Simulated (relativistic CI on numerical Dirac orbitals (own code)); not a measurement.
**Rh⁵⁺ (4d4) in crystal fields: levels and magnetism**

Aim: the levels, ground state and powder susceptibility of Rh⁵⁺ in 6 parametric crystal fields.

The numbers are computed with relativistic CI on numerical Dirac orbitals (own code) version 1 (Dirac-Coulomb-Breit CI, KLI orbitals optimised for each configuration, model QED (radiative potential, 1s self-energy scaled to tabulated hydrogen-like ionisation energies), valence Slater integrals scaled by 0.65, one configuration in a parametric crystal field), except any that are marked as measured or tabulated.

## (1) Starting point

```
ion            : Rh⁵⁺ (Rh VI)
nuclear charge : 45
electrons      : 40
open shell     : 4d4
Slater scale   : 0.65
field 1 (cm⁻¹) : D3d, 10Dq = 36700, Dsigma = -1080, Dtau = -240
field 2 (cm⁻¹) : D3d, 10Dq = 54400, Dsigma = 240, Dtau = -350
field 3 (cm⁻¹) : Oh, 10Dq = 62050
field 4 (cm⁻¹) : D4h, 10Dq = 46450, Ds = 490, Dt = 1090
field 5 (cm⁻¹) : Oh, 10Dq = 50100
field 6 (cm⁻¹) : D3d, 10Dq = 15800, Dsigma = 1160, Dtau = 500
```

The outer shells:

[Kr] 4d4
```
[Kr] core
4d [↑ ][↑ ][↑ ][↑ ][  ]
```

## (2) Field 1: D3d, 10Dq = 36700, Dsigma = -1080, Dtau = -240

Input settings:

```ini
atom Rh  Z=45  charge=5  electrons=40
nucleus A=103  rms_radius_fm=4.4945
hamiltonian dirac-coulomb  breit=on  qed=on  c_scale=1
orbitals kli  potential=per-configuration
slater_scale 0.65
correlation none
mixing on
configurations
  [Kr] 4d4
end
crystal_field D3d 10Dq=36700 Dsigma=-1080 Dtau=-240
```

## (3) Field 2: D3d, 10Dq = 54400, Dsigma = 240, Dtau = -350

The settings differ from step 2 so:

```diff
@@ -10,2 +10,2 @@
 end
-crystal_field D3d 10Dq=36700 Dsigma=-1080 Dtau=-240
+crystal_field D3d 10Dq=54400 Dsigma=240 Dtau=-350
```

## (4) Field 3: Oh, 10Dq = 62050

The settings differ from step 3 so:

```diff
@@ -10,2 +10,2 @@
 end
-crystal_field D3d 10Dq=54400 Dsigma=240 Dtau=-350
+crystal_field Oh 10Dq=62050
```

## (5) Field 4: D4h, 10Dq = 46450, Ds = 490, Dt = 1090

The settings differ from step 4 so:

```diff
@@ -10,2 +10,2 @@
 end
-crystal_field Oh 10Dq=62050
+crystal_field D4h 10Dq=46450 Ds=490 Dt=1090
```

## (6) Field 5: Oh, 10Dq = 50100

The settings differ from step 5 so:

```diff
@@ -10,2 +10,2 @@
 end
-crystal_field D4h 10Dq=46450 Ds=490 Dt=1090
+crystal_field Oh 10Dq=50100
```

## (7) Field 6: D3d, 10Dq = 15800, Dsigma = 1160, Dtau = 500

The settings differ from step 6 so:

```diff
@@ -10,2 +10,2 @@
 end
-crystal_field Oh 10Dq=50100
+crystal_field D3d 10Dq=15800 Dsigma=1160 Dtau=500
```

(Steps that only read results are left out.)

Before running it: what results should come out? Wanted: ground spin.

The runs gave:

| field | ground state | degeneracy | S | J | first gap (cm⁻¹) | stabilisation (cm⁻¹) | χT at 2 K | χT at 300 K |
| --- | --- | --- | --- | --- | --- | --- | --- | --- |
| 1: D3d | A1 | 1 | 0.99 | 4.20 | 698 | -39894 | 0.006 | 0.792 |
| 2: D3d | A1 | 1 | 0.99 | 4.29 | 860 | -66370 | 0.005 | 0.756 |
| 3: Oh | A1 | 1 | 0.99 | 4.34 | 1178 | -80389 | 0.005 | 0.753 |
| 4: D4h | A1 | 1 | 1.00 | 4.12 | 539 | -46906 | 0.006 | 0.844 |
| 5: Oh | A1 | 1 | 1.00 | 4.32 | 1211 | -61438 | 0.005 | 0.728 |
| 6: D3d | A1 | 1 | 1.10 | 3.86 | 595 | -13922 | 0.005 | 0.721 |

χT is in cm³ K/mol; stabilisation counts from the free ion's lowest level; S and J come from the expectation values of their squares.

| quantity | value |
| --- | --- |
| ground spin (effective S from ⟨S²⟩) | 1: 0.99, 2: 0.99, 3: 0.99, 4: 1.00, 5: 1.00, 6: 1.10 |
| χT at 300 K | 0.72 to 0.84 cm³ K/mol |

In words: S of the ground state lies between 0.99 and 1.10: spin-orbit coupling mixes spin states. Fields 1, 2, 3, 4, 5, 6 leave a non-degenerate ground state well apart, so χT falls towards zero on cooling. The field is a set of parameters, without covalency or charge transfer.
